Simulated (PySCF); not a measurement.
# BeS: bond curves at several levels of theory

An exercise on one series of results from a longer session: the logs are not shown, and one member is left open.

Method: Be ANO-RCC-VDZP, S ANO-RCC-VDZP, spin-free X2C with a Gaussian nucleus; program: PySCF 2.14.0.

Set-up of the first run:

The job is set up so:

```json
{"atoms": "Be, S", "charge": "0", "basis": "Be ANO-RCC-VDZP, S ANO-RCC-VDZP", "Hamiltonian": "spin-free X2C with a Gaussian nucleus", "basis functions": "32", "electrons treated": "20", "masses in u": "9.0122, 31.9721", "levels": "PBE0, PBE, r²SCAN, M06, PBEsol, BP86, HSE06, HF, MP2, SCS-MP2, CCSD, CCSD(T)", "grid": "80 radial by 434 angular points", "occupations": "held fixed by the projection of orbital angular momentum", "dissociation limit": "Be + S, each in its ground configuration", "starting distance in angstrom": "1.945", "values of 2S to try": "0, 2"}
```

On the command line:

```bash
$ OMP_NUM_THREADS=1 python dia.py task.json out
```

Among the steps run: The job; The PBE0 curve of the state that the search chose; Other states along the same grid; PBE; r²SCAN (meta-GGA); M06 (hybrid meta-GGA); PBEsol (GGA); BP86 (GGA); HSE06; RHF (mean field); MP2 and coupled cluster.

One of the session's tables, all rows but one given; the rest of the session is left out.

It belongs to the step «Constants by level of theory». 

| level | Re (Å) | ωe (cm⁻¹) | De (eV) |
| --- | --- | --- | --- |
| RHF | 1.746 | 1047 | 1.48 |
| RHF-MP2 | 1.787 | 967 | 3.07 |
| RHF-SCS-MP2 | 1.785 | 965 | 2.84 |
| RHF-CCSD | 1.779 | 975 | 2.33 |
| RHF-CCSD(T) | 1.792 | 944 | 2.57 |
| PBE | 1.777 | 961 | 3.58 |
| PBEsol | ? | ? | ? |
| BP86 | 1.779 | 957 | 3.53 |
| r²SCAN | 1.765 | 997 | 3.55 |
| PBE0 | 1.760 | 1003 | 3.31 |
| M06 | 1.762 | 1003 | 3.44 |
| HSE06 | 1.761 | 999 | 3.30 |

**Question.** Estimate the row for PBEsol.

As computed: Re (Å): 1.775; ωe (cm⁻¹): 968; De (eV): 3.83. In the column «Re (Å)» it lies between r²SCAN (1.765) and PBE (1.777).

De is counted to Be + S in their ground configurations.
